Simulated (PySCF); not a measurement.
# C4H12NPSi2: the cost of one run

Programs: PySCF 2.14.0, with density-fitted response routines of our own. Each step states its level of theory. These are calculated values for one molecule, in the gas phase or a continuum, unless marked as measured. Atoms count from 0, in the outputs and in this text.

## (1) The molecule as given

20 atoms, charge 0, multiplicity 1; geometry from: GFN2-xTB. The atoms were then displaced at random by about 0.01 Å, so the start is not that level's minimum.

Bonds of the start (Å): Si0–N1 1.76, N1–Si2 1.77, N1–P3 1.75, P3–C4 1.86, C4–C5 1.50, C5–C6 1.32, C6–C7 1.50, C7–P3 1.86, Si0–H8 1.43, Si0–H9 1.47, Si0–H10 1.49, Si2–H11 1.46, Si2–H12 1.47, Si2–H13 1.47, C4–H14 1.10, C4–H15 1.08, C5–H16 1.08, C6–H17 1.08, C7–H18 1.07, C7–H19 1.12.

## (2) Optimising the geometry at PBE0-D3(BJ)/def2-SVP

The job: settings as JSON, then the geometry in Å.

```
{"job": {"xc": "PBE0", "basis": "def2-SVP", "d3": "d3bj", "grid": 1, "shake": 0.01, "kind": "geom"}, "charge": 0, "multiplicity": 1}
Si    -1.021680    -0.330940     1.584390
N     -1.162540     0.180790    -0.092770
Si    -2.691540     0.109990    -0.980880
P      0.213950     0.482050    -1.136090
C      1.228830    -1.048890    -0.835010
C      2.032230    -0.760440     0.401230
C      2.081310     0.490730     0.809850
C      1.316190     1.480030    -0.016190
H     -0.400100    -1.609330     1.733470
H     -0.325350     0.703420     2.363570
H     -2.434360    -0.395940     2.051360
H     -2.955030    -1.268350    -1.370010
H     -2.537500     0.976570    -2.154680
H     -3.736060     0.606610    -0.072750
H      0.596220    -1.941530    -0.736970
H      1.890300    -1.179250    -1.680100
H      2.562350    -1.562280     0.889320
H      2.621890     0.838880     1.673600
H      1.977320     2.059130    -0.634230
H      0.692570     2.184140     0.594190
```

Started as:

```sh
OMP_NUM_THREADS=1 python probes_run.py task.json out
```

One launch serves the whole session: the jobs run in the order shown.

**Question.** How long does this first job take on 1 thread of Arm Neoverse V1, shared host, and how much memory does it need?

About 6 min, with a peak of 0.91 GiB.
